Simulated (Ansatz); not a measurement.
**AlClFH3Si: basis-set convergence**

The task here is to estimate one member of a computed series from the others.

Method: one geometry, several basis sets; program: Ansatz 0.2.0, Gaussian basis.

Levels to be run: PBE0-D4/def2-SVP; ωB97M-V/def2-SVP; PBE0-D4/def2-QZVPP; ωB97M-V/def2-QZVPP; the functionals' def2-TZVPP values are taken from earlier runs.

### The geometry

The geometry comes from an earlier relaxation with PBE0-D4 in a triple-zeta def2 set; it is a stationary point, not always the lowest conformer.

SMILES `[F][Al]([SiH3])[Cl]`, 7 atoms, charge 0, spin multiplicity 1.

Atoms are counted from 1 here; the program's logs count them from 0.

Bond lengths: F1–Al2 1.645 Å, Al2–Si3 2.432 Å, Al2–Cl4 2.088 Å, Si3–H5 1.488 Å, Si3–H6 1.488 Å, Si3–H7 1.486 Å. Angles: F1–Al2–Si3 119.9°, F1–Al2–Cl4 116.6°, Si3–Al2–Cl4 123.5°, Al2–Si3–H5 109.7°, Al2–Si3–H6 109.8°, Al2–Si3–H7 110.9°, H5–Si3–H6 108.4°, H5–Si3–H7 109.0°, H6–Si3–H7 109.0°.

Set-up of the first run:

Input file in.yaml:

```yaml
crystal:
  periodic: [false, false, false]
  atoms:
    - {symbol: F, position_ang: [-0.456842, -2.434109, 0.809218]}
    - {symbol: Al, position_ang: [-0.779617, -1.076985, -0.062551]}
    - {symbol: Si, position_ang: [0.707232, 0.841758, 0.088398]}
    - {symbol: Cl, position_ang: [-2.489154, -1.118314, -1.261425]}
    - {symbol: H, position_ang: [2.075173, 0.453210, -0.349736]}
    - {symbol: H, position_ang: [0.781923, 1.311338, 1.498361]}
    - {symbol: H, position_ang: [0.222583, 1.955203, -0.768065]}
basis:
  gaussian: {orbitals: def2-SVP}
hamiltonian: {xc: pbe0, dispersion: d4}
output: {orbitals: {seedname: orbitals}}
```

Among the steps run: PBE0-D4 in def2-SVP; ωB97M-V in def2-SVP; PBE0-D4 in def2-QZVPP; ωB97M-V in def2-QZVPP.

One table of the session follows, with a row left open; its other results are not shown here.

It belongs to the step «Functionals by basis». 

| functional | basis | HOMO (eV) | LUMO (eV) |
| --- | --- | --- | --- |
| PBE0-D4 | def2-SVP | -8.46 | -1.53 |
| PBE0-D4 | def2-TZVPP | -8.48 | -1.68 |
| PBE0-D4 | def2-QZVPP | -8.49 | -1.71 |
| ωB97M-V | def2-SVP | -10.43 | 0.26 |
| ωB97M-V | def2-TZVPP | ? | ? |
| ωB97M-V | def2-QZVPP | -10.50 | -0.07 |

Q: Estimate the row for ωB97M-V, def2-TZVPP from the others.

**Answer.** HOMO (eV): -10.48; LUMO (eV): 0.04. In the column «HOMO (eV)» it lies between ωB97M-V, def2-QZVPP (-10.50) and ωB97M-V, def2-SVP (-10.43).
